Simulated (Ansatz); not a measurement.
# C7H5FO2: the cost of one run

Program: Ansatz 0.2.0. Level of theory: the levels named in each step. These are calculated values, not measurements.

**1. The starting structure**

Bond lengths (14 of 15 bonds, heavy atoms first): O1–C2 1.206 Å, C2–O3 1.334 Å, C2–C4 1.485 Å, C4–C5 1.396 Å, C5–C6 1.380 Å, C6–C7 1.387 Å, C7–C8 1.383 Å, C4–C9 1.394 Å, C8–C9 1.385 Å, C9–F10 1.341 Å, O3–H11 0.970 Å, C5–H12 1.079 Å, C6–H13 1.079 Å, C7–H14 1.079 Å. Angles (14 of 22 angles, heavy atoms first): O1–C2–O3 122.5°, O1–C2–C4 123.4°, O3–C2–C4 114.1°, C2–C4–C5 117.5°, C2–C4–C9 124.6°, C5–C4–C9 118.0°, C4–C5–C6 121.2°, C5–C6–C7 119.8°, C6–C7–C8 120.1°, C7–C8–C9 119.6°, C4–C9–C8 121.3°, C4–C9–F10 121.2°, C8–C9–F10 117.5°, C2–O3–H11 110.4°.

Structure file:

```xyz
15

O     2.0143   -1.5313   -0.8757
C     1.5767   -0.5881   -0.2639
O     2.3622    0.2662    0.3928
C     0.1287   -0.2731   -0.1745
C    -0.7572   -1.1233   -0.8383
C    -2.1185   -0.9003   -0.8084
C    -2.6247    0.1867   -0.1112
C    -1.7685    1.0442    0.5555
C    -0.4038    0.8105    0.5228
F     0.3871    1.6652    1.1869
H     3.2925    0.0100    0.2985
H    -0.3376   -1.9606   -1.3749
H    -2.7866   -1.5703   -1.3269
H    -3.6884    0.3677   -0.0853
H    -2.1395    1.8957    1.1043
```

**2. A rough first relaxation, PBE-D4/def2-SVP**

This run stands in another session on the same molecule. It ended at:

```xyz
15

O     2.0323   -1.5438   -0.8782
C     1.5985   -0.5853   -0.2589
O     2.4069    0.2746    0.4042
C     0.1439   -0.2563   -0.1639
C    -0.7461   -1.1218   -0.8383
C    -2.1268   -0.9110   -0.8178
C    -2.6504    0.1864   -0.1113
C    -1.7930    1.0614    0.5667
C    -0.4095    0.8381    0.5378
F     0.3710    1.7011    1.2008
H     3.3142   -0.0686    0.2501
H    -0.2982   -1.9684   -1.3794
H    -2.7983   -1.5995   -1.3511
H    -3.7362    0.3645   -0.0865
H    -2.1714    1.9279    1.1276
```

**3. Relaxation, HF/STO-3G**

input.yaml reads:

```yaml
crystal:
  periodic: [false, false, false]
  atoms:
    - { symbol: O, position_ang: [2.03225117, -1.5437807, -0.87819883] }
    - { symbol: C, position_ang: [1.59852829, -0.58526297, -0.25893905] }
    - { symbol: O, position_ang: [2.40687514, 0.27459138, 0.40423583] }
    - { symbol: C, position_ang: [0.14385326, -0.25626204, -0.16387849] }
    - { symbol: C, position_ang: [-0.74614052, -1.12183042, -0.83834167] }
    - { symbol: C, position_ang: [-2.12683416, -0.91096987, -0.81777473] }
    - { symbol: C, position_ang: [-2.6503931, 0.18635295, -0.11130285] }
    - { symbol: C, position_ang: [-1.79298398, 1.06135787, 0.56665619] }
    - { symbol: C, position_ang: [-0.40945601, 0.83808487, 0.53784657] }
    - { symbol: F, position_ang: [0.37096183, 1.70112367, 1.20079132] }
    - { symbol: H, position_ang: [3.31423519, -0.06859091, 0.25005482] }
    - { symbol: H, position_ang: [-0.2981952, -1.96838129, -1.37936733] }
    - { symbol: H, position_ang: [-2.79827932, -1.59946081, -1.35110215] }
    - { symbol: H, position_ang: [-3.73622243, 0.36453998, -0.08653181] }
    - { symbol: H, position_ang: [-2.17140016, 1.9278683, 1.12762217] }
basis:
  gaussian: { orbitals: STO-3G }
hamiltonian:
  xc: hf
relax:
  f_tol: 0.004
  max_steps: 150
```

On the command line:

```sh
> ansatz run input.yaml --threads 4 --pin off --max-ram 10240MiB --backend cpu --events-out ev --progress --plain --runs-dir out
```

Q: Estimate wall time and peak memory on 4 threads of Arm Neoverse N1, shared host.

About 12 s, with a peak of 0.14 GiB.
